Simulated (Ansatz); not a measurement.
# C₂H₅BOSi: basis-set convergence

One table from this session's results is given with a row withheld; the runs are named, their logs left out.

Program: Ansatz 0.2.0, Gaussian basis. Level of theory: one geometry, several basis sets. These are calculated values, not measurements.

Plan: PBE0-D4/def2-SVP; ωB97M-V/def2-SVP; PBE0-D4/def2-QZVPP; ωB97M-V/def2-QZVPP; the functionals' def2-TZVPP values are taken from earlier runs.

**The relaxed structure**

All runs share one geometry, relaxed beforehand with PBE0-D4 in a triple-zeta def2 set.

10 atoms, charge 0, spin multiplicity 1.

Atoms are counted from 1 here; the program's logs count them from 0.

Bond lengths: O1–C2 1.143 Å, C2–B3 1.469 Å, B3–C4 1.623 Å, B3–Si5 2.019 Å, B3–H6 1.195 Å, C4–Si5 1.839 Å, C4–H7 1.085 Å, C4–H8 1.086 Å, Si5–H9 1.479 Å, Si5–H10 1.478 Å. Angles: O1–C2–B3 177.9°, C2–B3–C4 119.5°, C2–B3–Si5 101.9°, C2–B3–H6 114.3°, C4–B3–Si5 59.5°, C4–B3–H6 125.3°, Si5–B3–H6 118.6°, B3–C4–Si5 71.0°, B3–C4–H7 113.2°, B3–C4–H8 118.4°, Si5–C4–H7 118.9°, Si5–C4–H8 117.0°, H7–C4–H8 112.4°, B3–Si5–C4 49.5°, B3–Si5–H9 120.8°, B3–Si5–H10 117.9°, C4–Si5–H9 117.3°, C4–Si5–H10 120.9° and more.

Set-up of the first run:

in.yaml

```yaml
crystal:
  periodic: [false, false, false]
  atoms:
    - {symbol: O, position_ang: [-0.019060, -0.355146, 2.794492]}
    - {symbol: C, position_ang: [0.162085, -0.554380, 1.683991]}
    - {symbol: B, position_ang: [0.432320, -0.772137, 0.256313]}
    - {symbol: C, position_ang: [-0.718423, -0.429561, -0.835952]}
    - {symbol: Si, position_ang: [0.250886, 1.094902, -0.489584]}
    - {symbol: H, position_ang: [1.435073, -1.382484, 0.034159]}
    - {symbol: H, position_ang: [-0.573888, -0.940024, -1.782282]}
    - {symbol: H, position_ang: [-1.755403, -0.438988, -0.514038]}
    - {symbol: H, position_ang: [-0.416236, 2.160694, 0.289006]}
    - {symbol: H, position_ang: [1.285847, 1.566026, -1.433206]}
basis:
  gaussian: {orbitals: def2-SVP}
hamiltonian: {xc: pbe0, dispersion: d4}
output: {orbitals: {seedname: orbitals}}
```

On the command line:

```
$ ansatz run in.yaml --threads 2 --pin off --events-out ev --progress --plain --max-ram 4352MiB
```

Steps of the session up to this table: PBE0-D4 in def2-SVP; ωB97M-V in def2-SVP; PBE0-D4 in def2-QZVPP; ωB97M-V in def2-QZVPP.

One of the session's tables, all rows but one given; the rest of the session is left out.

It belongs to the step «Density functionals: the series». 

```
functional       basis  HOMO (eV)
   PBE0-D4    def2-SVP      -6.57
   PBE0-D4  def2-TZVPP          ?
   PBE0-D4  def2-QZVPP      -6.60
   ωB97M-V    def2-SVP      -8.48
   ωB97M-V  def2-TZVPP      -8.53
   ωB97M-V  def2-QZVPP      -8.54
```

Estimate the missing values for PBE0-D4, def2-TZVPP.

**Answer.** HOMO (eV): -6.59. In the column «HOMO (eV)» it lies between PBE0-D4, def2-QZVPP (-6.60) and PBE0-D4, def2-SVP (-6.57).
